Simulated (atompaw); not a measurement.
**Zn: generating and testing a PAW (atompaw) potential**

Aim: build the potential from the settings below, then test how well it stands in for the atom: scattering, ghost states and the plane-wave cutoff that it needs.

Program: atompaw 4.2.0.5. Reference atom: LDA (PW92), scalar-relativistic, spherical and spin-unpolarised. All values are calculated.

**1. The design**

The settings as typed:

```json
{
  "element": "zinc (Zn, Z = 30)",
  "type": "PAW",
  "frozen core": "[Ne]",
  "valence charge": "20",
  "reference configuration": "3s2 3p6 3d10 4s0 4p0 (charge +2)",
  "partial waves": "3s (bound): rc 1.15 bohr; 4s (bound, empty): rc 1.20 bohr; 3p (bound): rc 1.05 bohr; 4p (bound, empty): rc 1.10 bohr; 3d (bound): rc 0.90 bohr; 3d channel at -0.85 Ry: rc 1.20 bohr",
  "local potential": "ultrasoft scheme with l = 3 at -0.5 Ry, radius 0.90 bohr",
  "core correction": "smooth core density matched at 0.90 bohr",
  "augmentation charge": "besselshape compensation charge, radius 1.15 bohr; PAW radius 1.20 bohr; waves and projectors: custom polynom vanderbiltortho"
}
```

An earlier all-electron run gives the scale for the radii.

All-electron outer shells of the reference configuration (LDA (PW92), scalar-relativistic, ld1.x):

```csv
shell,level (eV),outermost node (bohr),outermost maximum (bohr)
2p,-1024.10,–,0.15
3s,-149.60,0.28,0.59
3p,-104.26,0.25,0.59
3d,-31.23,–,0.56
4s,-23.24,0.84,1.89
4p,-15.69,0.91,2.25
4f,-3.59,–,7.11
```

**2. Generating the potential**

The input, Zn.input:

```
Zn 30
LDA-PW scalarrelativistic loggrid 1500 logderivrange -13 5 451
4 4 3 0 0 0
4 0 0
4 1 0
0 0 0
c
c
v
v
c
v
v
v
2
1.20 1.15 0.90 0.90
n
n
y
-0.85
n
custom polynom vanderbiltortho besselshape
3 -0.5 ultrasoft
1.15
1.20
1.05
1.10
0.90
1.20
PWSCFOUT
UPFDX 0.0125d0 UPFXMIN -7.d0 UPFZMESH 30.d0
END
```

Started as:

```sh
atompaw < Zn.input > Zn.log
```

Q: Predict the outcome of this session. Wanted: cutoffs for 10 and 1 mRy, occupied levels; bound ghosts; largest phase difference near zero energy, channels read; lowest eigenvalue of the overlap; share of valence orbitals outside the PAW sphere; UPF file.

The runs gave:

| quantity | value |
| --- | --- |
| cutoffs for 10 and 1 mRy, occupied levels | 200 Ry and 300 Ry |
| bound ghosts | none found |
| largest phase difference near zero energy, channels read | 0.001 rad |
| lowest eigenvalue of the overlap (Bessel basis) | 0.025 (d) |
| share of valence orbitals outside the PAW sphere | 3s 4 %, 4s 93 %, 3p 7 %, 4p 96 %, 3d 21 % |
| UPF file | written |

What this shows: By its cutoff, 200 Ry for the looser tolerance, it is very hard. The slowest occupied level is 3d: taken alone it needs 200 Ry to come within 1 mRy, against 110 Ry for 3p. It is free of bound ghosts as far as tested. Near zero energy the phases of the channels with partial waves agree within 0.001 rad.
